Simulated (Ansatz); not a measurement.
# ZrHO+ (triplet): from Hartree-Fock to the top rungs, def2-TZVPP

The task here is to estimate one member of a computed series from the others.

Computed with Ansatz 0.2.0, Gaussian basis. Level: def2-TZVPP, core rule «outside noble gas», up to 5 orbitals frozen.

The runs, in order: UHF; ROHF; CCSD(T) on UHF.

### The system

The geometry is a PBE0/def2-TZVP stationary point (not a proven minimum) of the parent state, kept for this charge and spin. No spin-orbit coupling is included. Elements past krypton take def2 core potentials.

3 atoms, charge 1, spin multiplicity 3.

Atoms are counted from 1 here; the program's logs count them from 0.

Bond lengths: Zr1–O2 2.336 Å, O2–H3 0.981 Å. Angles: Zr1–O2–H3 131.4°.

The first run:

in.yaml

```yaml
crystal:
  periodic: [false, false, false]
  atoms:
    - {symbol: Zr, position_ang: [0.000000, -0.167211, 1.782454]}
    - {symbol: O, position_ang: [0.000000, -0.269927, -0.551131]}
    - {symbol: H, position_ang: [0.000000, 0.437138, -1.231323]}
basis:
  gaussian: {orbitals: def2-TZVPP}
total_charge: 1
magnetization: {spin_polarized: true, initial_magnetization: 2}
hamiltonian: {xc: hf}
output: {orbitals: {seedname: orbitals}}
```

On the command line:

```
> ansatz run in.yaml --threads 1 --pin off --events-out ev --progress --plain --max-ram 4096MiB --backend cpu
```

Steps of the session up to this table: UHF; ROHF; CCSD(T) on UHF.

One of the session's tables, all rows but one given; the rest of the session is left out.

```
  method  from UCCSD(T) (kJ/mol)
    ROHF                  +815.1
     UHF                  +802.6
    UMP2                   +38.7
   UCCSD                       ?
UCCSD(T)                       0
```

**Question.** Estimate the row for UCCSD.

**Answer.** from UCCSD(T) (kJ/mol): +36.9. In the column «from UCCSD(T) (kJ/mol)» it lies between UCCSD(T) (0) and UMP2 (+38.7).

Limits of these values: Warnings: coupled cluster took another determinant than the lowest.
